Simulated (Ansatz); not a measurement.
# MgPd: strong compression

The task here is to estimate one member of a computed series from the others.

Computed with Ansatz 0.2.0 (DFT, r2SCAN, PAW with Ansatz's default frozen-core files, scalar-relativistic, unless a step's input says otherwise).

### Starting point

Symmetry: Pm-3m, No. 221, cubic system. Conventional cell: a = 3.160 Å, b = 3.160 Å, c = 3.160 Å, α = 90.00°, β = 90.00°, γ = 90.00°. Mg (site symmetry m-3m) is surrounded by 8 Pd at 2.74 Å. Around Pd (site symmetry m-3m) lie 8 Mg at 2.74 Å.

Coordinates:

```cif
data_structure
_symmetry_space_group_name_H-M 'P 1'
_symmetry_Int_Tables_number 1
_cell_length_a 3.1600
_cell_length_b 3.1600
_cell_length_c 3.1600
_cell_angle_alpha 90.000
_cell_angle_beta 90.000
_cell_angle_gamma 90.000
_cell_volume 31.55
loop_
_atom_site_label
_atom_site_type_symbol
_atom_site_fract_x
_atom_site_fract_y
_atom_site_fract_z
_atom_site_occupancy
Mg1 Mg 0.00000 0.00000 0.00000 1
Pd1 Pd 0.50000 0.50000 0.50000 1
```

Whether this phase is the stable one at these pressures isn't tested.

Atoms are numbered in the order of the input: Mg1, Pd2.

Set-up of the first run:

Contents of input.yaml:

```yaml
crystal:
  lattice:
    - [3.16, 0.0, 0.0]
    - [0.0, 3.16, 0.0]
    - [0.0, 0.0, 3.16]
  atoms:
    - { symbol: Mg, position: [0.0, 0.0, 0.0] }
    - { symbol: Pd, position: [0.5, 0.5, 0.5] }
kpoints:
  mp_grid: { grid: [11, 11, 11] }
  band_path:
    path:
      - [0.0, 0.0, 0.0]
      - [0.0, 0.5, 0.0]
      - [0.5, 0.5, 0.0]
      - [0.0, 0.0, 0.0]
      - [0.5, 0.5, 0.5]
      - [0.0, 0.5, 0.0]
      - [0.5, 0.5, 0.5]
      - [0.5, 0.5, 0.0]
    npoints: 6
scf:
  occupations: { method: fermi_dirac, width: 0.05 }
hamiltonian:
  xc: r2scan
  pseudopotentials: { kind: paw }
output:
  forces: true
  stress: true
  eigenvalues: true
  efg: { contact_densities: true }
  populations: true
```

Command:

```console
ansatz run input.yaml --threads 1 --pin off --max-ram 2048MiB --backend cpu --events-out ev --progress --plain --runs-dir out
```

Among the steps run: Volume scaled by 1, PAW; Volume scaled by 0.85, PAW; Volume scaled by 0.65, PAW; Volume scaled by 0.45, PAW.

One of the session's tables, all rows but one given; the rest of the session is left out.

```
method  volume over the first  volume (Å³/atom)  pressure (GPa)
   PAW                      1            15.777           -0.30
   PAW                   0.85            13.411           23.55
   PAW                   0.65                 ?               ?
   PAW                   0.45             7.100          510.67
```

Estimate the missing values for PAW, 0.65.

As computed: volume (Å³/atom): 10.255; pressure (GPa): 116.86. In the column «volume (Å³/atom)» it lies between PAW, 0.45 (7.100) and PAW, 0.85 (13.411).

To keep in mind: Warnings in the runs' records: gradients without spin orbit.
